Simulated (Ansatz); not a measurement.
# ZnPt: the cost of one run

Method: DFT PBEsol, scalar-relativistic, plane waves, PAW, in Ansatz 0.2.0.

## 1. The system as given

The structure is tetragonal, space group P4/mmm (No. 123). The conventional cell has a = 2.864 Å, b = 2.864 Å, c = 3.510 Å, α = 90.00°, β = 90.00°, γ = 90.00°. Around Zn (site symmetry 4/mmm) lie 8 Pt at 2.68 Å and 4 Zn at 2.86 Å. Around Pt (site symmetry 4/mmm) lie 8 Zn at 2.68 Å and 4 Pt at 2.86 Å.

Structure file:

```xyz
2
Lattice="2.8640 0.0000 0.0000 0.0000 2.8640 0.0000 0.0000 0.0000 3.5100" Properties=species:S:1:pos:R:3 pbc="T T T"
Zn    1.4320    1.4320    1.7550
Pt    0.0000    0.0000    0.0000
```

The cell is taken as given, not relaxed at this level.

## 2. The undisturbed cell

The input, input.yaml:

```yaml
crystal:
  lattice:
    - [2.864, 0.0, 0.0]
    - [0.0, 2.864, 0.0]
    - [0.0, 0.0, 3.51]
  atoms:
    - { symbol: Zn, position: [0.5, 0.5, 0.5] }
    - { symbol: Pt, position: [0.0, 0.0, 0.0] }
basis:
  ecutwfc: 420
kpoints:
  mp_grid: { grid: [18, 18, 16] }
hamiltonian:
  xc: pbesol
scf:
  occupations: { method: gaussian, width: 0.15 }
output:
  forces: true
  stress: true
  eigenvalues: true
  write_density: true
  write_potential: true
  elf: true
  volumetric_format: npy
```

The run is started by

```console
ansatz run input.yaml --threads 1 --pin off --max-ram 2560MiB --backend cpu --events-out ev --progress --plain --runs-dir out
```

What time and memory should one allow on 1 thread of Arm Neoverse V1, shared host?

About 18 s, with a peak of 0.48 GiB.
